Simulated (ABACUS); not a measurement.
**Ta3AsAu2O13 in ABACUS: the effect of functional**

The system is Ta3AsAu2O13.

```
CELL_PARAMETERS angstrom
5.45204 0.00000 0.00000
-2.72602 4.72161 0.00000
0.00000 0.00000 9.57902
ATOMIC_POSITIONS crystal
Ta 0.00000 0.00000 0.19408
Ta 0.00000 0.00000 0.80592
Ta 0.66667 0.33333 0.00000
As 0.00000 0.00000 0.50000
Au 0.33333 0.66667 0.27428
Au 0.33333 0.66667 0.72572
O 0.00000 0.00000 0.00000
O 0.23947 0.97129 0.36402
O 0.02871 0.26818 0.36402
O 0.73182 0.76053 0.36402
O 0.23947 0.97129 0.63598
O 0.02871 0.26818 0.63598
O 0.73182 0.76053 0.63598
O 0.38452 0.33425 0.85844
O 0.66575 0.05026 0.85844
O 0.94974 0.61548 0.85844
O 0.38452 0.33425 0.14156
O 0.66575 0.05026 0.14156
O 0.94974 0.61548 0.14156
```

The cell was built by a generator and needn't be a form met in nature.

Alike in all runs:

```yaml
Program: ABACUS 3.10.1
Task: single point
Potentials_or_basis: PseudoDojo NC SR 0.4.1 PBE standard
Cutoff: 1361 eV
Density_cutoff: 5442 eV
Basis: DZP LCAO (the cutoffs set its grid)
k_mesh: 6 × 6 × 3
Occupations: fermi-dirac, width 0.05 eV
Spin: no spin polarisation
```

```csv
functional,pressure (GPa),largest force (eV/Å)
LDA,-7.4,0.49
PBE,1.8,0.46
PBEsol,-3.8,0.44
RPBE,?,?
SOGGA,-4.8,0.43
```

**Question.** What does the run with functional RPBE give?

**Answer.** Pressure 5.2 GPa; largest force 0.50 eV/Å.

Caveats: the atomic orbitals were generated for these runs and aren't a published set; the basis of atomic orbitals isn't converged, which shifts pressures, moduli and gaps; the potentials were made for another functional, which shifts forces and pressure (some runs).
